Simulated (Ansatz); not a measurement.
**FeCO3: one candidate structure**

Where does FeCO3 go from the start given, CeGa3Cu type (I4mm, No. 107)?

Method: DFT PBEsol, scalar-relativistic, plane waves, PAW, in Ansatz 0.2.0.

### 1 The system as given

Symmetry: I4mm, No. 107, tetragonal system. The conventional cell has a = 3.171 Å, b = 3.171 Å, c = 7.790 Å, α = 90.00°, β = 90.00°, γ = 90.00°. Around Fe (site symmetry 4mm) lie 12 O at 2.41 to 2.52 Å and 4 C at 2.41 Å. C (site symmetry 4mm) has 5 O at 1.78 to 1.91 Å and 4 Fe at 2.41 Å as nearest neighbours. Around O (site symmetry 2mm) lie 6 O at 1.90 to 2.24 Å and 2 C at 1.91 Å and 4 Fe at 2.51 to 2.52 Å. O (site symmetry 4mm) is surrounded by 1 C at 1.78 Å and 4 O at 1.90 Å and 4 Fe at 2.41 Å.

Structure file:

```
CELL_PARAMETERS angstrom
-1.58554 1.58554 3.89497
1.58554 -1.58554 3.89497
1.58554 1.58554 -3.89497
ATOMIC_POSITIONS crystal
Fe 0.13650 0.13650 0.00000
C 0.52210 0.52210 0.00000
O 0.88580 0.38580 0.50000
O 0.38580 0.88580 0.50000
O 0.75040 0.75040 0.00000
```

(A quick probe on a coarse mesh, which set the mesh and smearing, is not shown.)

### 3 A loose first relaxation

Input file input.yaml:

```yaml
crystal:
  lattice:
    - [-1.5855378577, 1.5855378577, 3.8949739282]
    - [1.5855378577, -1.5855378577, 3.8949739282]
    - [1.5855378577, 1.5855378577, -3.8949739282]
  atoms:
    - { symbol: Fe, position: [0.1365, 0.1365, 0.0], spin: 3.6 }
    - { symbol: C, position: [0.5221, 0.5221, 0.0] }
    - { symbol: O, position: [0.8858, 0.3858, 0.5], spin: 0.4 }
    - { symbol: O, position: [0.3858, 0.8858, 0.5], spin: 0.4 }
    - { symbol: O, position: [0.7504, 0.7504, 0.0], spin: 0.27 }
basis:
  ecutwfc: 420
kpoints:
  mp_grid: { grid: [8, 8, 8] }
hamiltonian:
  xc: pbesol
scf:
  occupations: { method: gaussian, width: 0.1 }
  lower_state_search: "off"
output:
  forces: true
  stress: true
  eigenvalues: true
  populations: true
magnetization:
  spin_polarized: true
relax:
  adjacent_minimum: "off"
  f_tol: 0.04
  max_steps: 70
  cell: { stress_tol: 0.4 }
```

Command:

```bash
ansatz run input.yaml --threads 1 --pin off --max-ram 2560MiB --backend cpu --events-out ev --progress --plain --runs-dir out
```

Further runs follow: relaxing cell and atoms.

Before running it: what results should come out?

**Answer**, as computed:

Formation energies count from the elements, computed with the same settings in runs not shown here.

```
                          quantity                                                                      value
               cell (conventional)  a = 3.543 Å, b = 3.543 Å, c = 9.088 Å, α = 90.00°, β = 90.00°, γ = 90.00°
                       space group                                                             I4mm (No. 107)
                            volume                                                              11.41 Å³/atom
                   gap on the mesh                                                               none (metal)
formation energy from the elements                                                             -0.464 eV/atom
                    largest moment                                                                    2.06 μB
```

What this shows: The space group stayed I4mm, and from the first guess the volume went from 7.83 to 11.41 Å³/atom. With -0.46 eV/atom it lies under the elements, which doesn't yet make it stable against other compounds of them. With one magnetic atom in the cell only ferromagnetic order fits, and no U was applied, so an antiferromagnetic state was not tested. Without a U such compounds often come out metallic though many are antiferromagnetic insulators.
